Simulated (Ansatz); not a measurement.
**ClH5O4Si2: a ladder of functionals and wavefunction methods**

The task here is to estimate one member of a computed series from the others.

Method: functionals in def2-TZVPP, the program's frozen cores in correlated methods; program: Ansatz 0.2.0, Gaussian basis.

Levels to be run: PBE-D4, r2SCAN-D4, PBE0-D4, B3LYP-D4, ωB97X-V, ωB97M-V, B2PLYP; CCSD(T)/def2-TZVPP; MP2/def2-QZVPP; extrapolation to the limit.

### The geometry

The geometry comes from an earlier relaxation with PBE0-D4 in a triple-zeta def2 set; it is a stationary point, not always the lowest conformer.

SMILES `O[SiH](Cl)[Si](O)(O)O`, 12 atoms, charge 0, spin multiplicity 1.

Atoms are counted from 1 here; the program's logs count them from 0.

Bond lengths: O1–Si2 1.647 Å, O1–H8 0.959 Å, Si2–Cl3 2.072 Å, Si2–Si4 2.339 Å, Si2–H9 1.485 Å, Si4–O5 1.641 Å, Si4–O6 1.634 Å, Si4–O7 1.631 Å, O5–H10 0.960 Å, O6–H11 0.959 Å, O7–H12 0.960 Å. Angles: Si2–O1–H8 118.7°, O1–Si2–Cl3 109.9°, O1–Si2–Si4 103.7°, O1–Si2–H9 111.0°, Cl3–Si2–Si4 108.6°, Cl3–Si2–H9 104.8°, Si4–Si2–H9 118.7°, Si2–Si4–O5 107.1°, Si2–Si4–O6 115.2°, Si2–Si4–O7 106.0°, O5–Si4–O6 106.5°, O5–Si4–O7 115.0°, O6–Si4–O7 107.4°, Si4–O5–H10 116.5°, Si4–O6–H11 117.0°, Si4–O7–H12 118.2°.

The first run:

Contents of in.yaml:

```yaml
crystal:
  periodic: [false, false, false]
  atoms:
    - {symbol: O, position_ang: [1.013134, -0.761418, -1.898891]}
    - {symbol: Si, position_ang: [-0.126966, -1.189180, -0.789695]}
    - {symbol: Cl, position_ang: [-2.003729, -1.187383, -1.668851]}
    - {symbol: Si, position_ang: [-0.041283, 0.534592, 0.788489]}
    - {symbol: O, position_ang: [0.352530, 1.907365, -0.018975]}
    - {symbol: O, position_ang: [-1.447567, 0.839502, 1.562308]}
    - {symbol: O, position_ang: [1.040946, 0.061838, 1.913684]}
    - {symbol: H, position_ang: [1.167764, -1.340985, -2.647406]}
    - {symbol: H, position_ang: [0.075417, -2.586420, -0.330556]}
    - {symbol: H, position_ang: [0.989344, 1.816616, -0.731802]}
    - {symbol: H, position_ang: [-2.104406, 1.350422, 1.085774]}
    - {symbol: H, position_ang: [1.084803, 0.555061, 2.735921]}
basis:
  gaussian: {orbitals: def2-TZVPP}
hamiltonian: {xc: pbe, dispersion: d4}
output: {forces: true, orbitals: {seedname: orbitals}}
```

On the command line:

```sh
$ ansatz run in.yaml --threads 2 --pin off --events-out ev --progress --plain --max-ram 22528MiB --backend cuda --devices 0, --max-vram 18GiB
```

Steps of the session up to this table: PBE-D4 (GGA); r2SCAN-D4 (meta-GGA); PBE0-D4 (hybrid); B3LYP-D4 (hybrid); ωB97X-V (range-separated); ωB97M-V (range-separated); B2PLYP (double hybrid); CCSD(T) in def2-TZVPP; MP2 in def2-QZVPP.

One of the session's tables, all rows but one given; the rest of the session is left out.

| method | atomisation energy (eV) |
| --- | --- |
| PBE-D4 | 48.980 |
| r2SCAN-D4 | 48.514 |
| PBE0-D4 | 47.798 |
| B3LYP-D4 | 47.981 |
| ωB97X-V | 48.542 |
| ωB97M-V | 48.564 |
| B2PLYP | 47.669 |
| HF/def2-TZVPP | 33.920 |
| MP2/def2-TZVPP | 48.619 |
| CCSD/def2-TZVPP | 46.202 |
| CCSD(T)/def2-TZVPP | 47.032 |
| MP2/CBS | ? |
| CCSD(T)/CBS | 48.755 |

**Question.** Estimate the row for MP2/CBS.

The run gave: atomisation energy (eV): 50.342. In the column «atomisation energy (eV)» it is the highest.
